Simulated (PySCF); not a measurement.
**A gas-phase reaction: CH5AlO2 + ClH → CH4AlClO + H2O**

What reaction energy should one expect for `[CH3][Al]([OH])[OH]` + `Cl` → `[CH3][Al]([OH])[Cl]` + `O`?

Programs: PySCF 2.14.0. All values are calculated, for the isolated system unless a continuum is named. Atoms count from 0, parts from 1.

### 1 Starting point

Each species was relaxed by itself at PBE0-D3(BJ)/def2-SVPD.

### 2 Reaction energy: wB97M-D3(BJ)/def2-TZVPD

What the job is given:

```
{"job": {"kind": "react", "xc": "wB97M-D3(BJ)", "basis": "def2-TZVPD"}, "charge": 0, "multiplicity": 1}
-1 CH5AlO2 charge 0 multiplicity 1
C      0.424990    -1.447610     0.173070
Al    -0.097080     0.400610    -0.045200
O     -1.235060     1.061760     1.055670
O      0.568640     1.317150    -1.334750
H      0.586350    -1.696750     1.232660
H      1.341270    -1.685360    -0.386060
H     -0.368580    -2.119100    -0.192220
H     -1.586080     1.950660     1.070870
H      0.375510     2.226770    -1.556650

-1 ClH charge 0 multiplicity 1
Cl     0.644540     0.007910    -0.012440
H     -0.643350    -0.006780     0.012700

+1 CH4AlClO charge 0 multiplicity 1
C     -0.685910    -0.752950     0.812210
Al     0.173790     0.326240    -0.537240
O      1.684740     1.066320    -0.241120
Cl    -0.720820     0.658180    -2.432710
H     -1.100790    -1.678580     0.385820
H      0.015520    -1.019240     1.616360
H     -1.527340    -0.207360     1.268320
H      2.156800     1.611690    -0.870830

+1 H2O charge 0 multiplicity 1
O      0.000060     0.388790    -0.021720
H     -0.762920    -0.194300     0.010330
H      0.762880    -0.194450     0.011370
```

Level: wB97M-D3(BJ)/def2-TZVPD reaction energy of separated species, gas phase.

Launch:

```sh
$ OMP_NUM_THREADS=1 python cluster_run.py task.json out
```

The driver reads the jobs from task.json and runs them one after another.

**Question.** The jobs that follow are: PBE0-D3(BJ)/def2-TZVPD reaction energy of separated species, gas phase. Predict: reaction energy (wB97M-D3(BJ)/def2-TZVPD); ΔH, ΔG at 298 K (xTB thermal terms). Thermal terms come from harmonic xTB runs on each species.

The runs gave:

| quantity | value |
| --- | --- |
| reaction energy (wB97M-D3(BJ)/def2-TZVPD) | -8.16 kcal/mol |
| ΔH, ΔG at 298 K (xTB thermal terms) | -6.2, -6.3 kcal/mol |
| range of the reaction energy over the runs of this table | -9.59 to -8.16 kcal/mol |

The reaction is exothermic by 6.2 kcal/mol in the gas phase; dispersion gives -0.16, and xTB itself gave -1.01 for the electronic energy (xTB energies and thermal terms come from the earlier relaxation of each species, not shown). No barrier was sought. The reaction energy runs from -9.59 (PBE0-D3(BJ)/def2-TZVPD) to -8.16 kcal/mol (wB97M-D3(BJ)/def2-TZVPD).
